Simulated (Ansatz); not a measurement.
Write a Python script for the Ansatz DFT code, driven from Python that makes a comparison of norm-conserving and PAW potentials of Ta3Cu, space group I4/mmm. Level of theory (first run): PBEsol, PAW, the default cutoff (420 eV here), 7×7×7 k-points, cold smearing of 0.15 eV.

```xyz
4
Lattice="-2.0065 2.0065 4.2082 2.0065 -2.0065 4.2082 2.0065 2.0065 -4.2082" Properties=species:S:1:pos:R:3 pbc="T T T"
Ta    0.0000    2.0065    2.1041
Ta    2.0065    0.0000    2.1041
Ta    0.0000    0.0000    4.2082
Cu    0.0000    0.0000    0.0000
```

`ta3cu.py`
```python
"""Two kinds of potentials on Ta3Cu."""

import ansatz as az
import numpy as np
from tabulate import tabulate


def count_gap(report):
    # lowest empty less highest filled band, counting bands; zero where they overlap
    return max(report.get("gap_by_band_count_ev") or 0.0, 0.0)

ta3cu = (
    az.Lattice.from_parameters(4.013014, 4.013014, 8.41634, alpha=90, beta=90, gamma=90)
    .space_group(139, hermann_mauguin="I4/mmm")
    .atom("Ta", (0.0, 0.5, 0.25))
    .atom("Ta", (0.5, 0.5, 0.0))
    .atom("Cu", (0.0, 0.0, 0.0))
    .primitive()
)

base = (
    ta3cu.calculation()
    .occupations(az.OccupationsMethod.COLD, width=0.15)
    .kpoints(spacing=0.32)
    .functional("pbesol")
    .stress()
    .forces()
    .band_table()
)
variants = {
    "PAW": base.pseudopotentials("paw"),
    "norm-conserving": base.pseudopotentials("nc"),
}
# totals differ by the cores that each treatment holds, so compare what does not depend on them
rows = []
for label, variant in variants.items():
    r = variant.run(threads=1, backend="cpu").report
    levels = np.array(r["eigenvalues_ev"][0]) - r["fermi_energy_ev"]
    print(label, "levels at the first k-point near E_F:", np.round(levels[np.abs(levels) < 5], 3))
    rows.append((label, r["n_electrons"], np.trace(r["stress_gpa"]) / 3, float(np.abs(r["forces_ev_ang"]).max()), count_gap(r)))
print(tabulate(rows, headers=["treatment", "electrons in bands", "P GPa", "max force component eV/A", "gap by band count eV"], floatfmt=".4f", tablefmt="pipe"))
```

```console
$ python ta3cu.py
DeckWarning: basis.ecutwfc = 420 eV, auto-derived from the records' recommended cutoffs: set by Ta (normal level)
PAW levels at the first k-point near E_F: [-4.718 -3.948 -3.742 -3.442 -3.2   -3.2   -2.17  -1.857 -1.625 -1.625
 -0.159 -0.159  0.1    2.014  2.257  2.451  2.795  4.336]
DeckWarning: basis.ecutwfc = 1251.723767 eV, auto-derived from the records' recommended cutoffs: set by Cu (normal level)
norm-conserving levels at the first k-point near E_F: [-4.713 -3.933 -3.719 -3.439 -3.173 -3.173 -2.14  -1.84  -1.629 -1.629
 -0.156 -0.156  0.12   1.995  2.252  2.441  2.804  4.341]
| treatment       |   electrons in bands |   P GPa |   max force component eV/A |   gap by band count eV |
|:----------------|---------------------:|--------:|---------------------------:|-----------------------:|
| PAW             |              58.0000 | -6.4498 |                     0.0000 |                 0.0000 |
| norm-conserving |              58.0000 | -6.4092 |                     0.0000 |                 0.0000 |
```
(Warnings from the package without file and line.)

PAW gives -6.450 GPa and norm-conserving -6.409 GPa, 0.041 GPa apart. They took 5.0 and 29.9 s of processor time.

Reading the output:
- The computed bands are complete only to about 2.5 eV above the Fermi level.
- For a metal this k-point mesh is coarse: on a finer one energies can move by several to tens of meV an atom and pressures by half a GPa or more, differences at one mesh by less.
- A gap by band count of zero or less means overlapping bands, a metal.
- At these settings the cell as given stands under about -6 GPa, so it isn't at this functional's equilibrium volume.
- This cell is a computed structure, which may not be the phase found in nature.
- Levels are Kohn-Sham eigenvalues on this mesh, without spin-orbit coupling.
- Stress is positive in compression.
- Hardware and time: 36 s on 1 thread of Arm Neoverse V2, with other jobs on the host, peak memory 0.73 GiB.
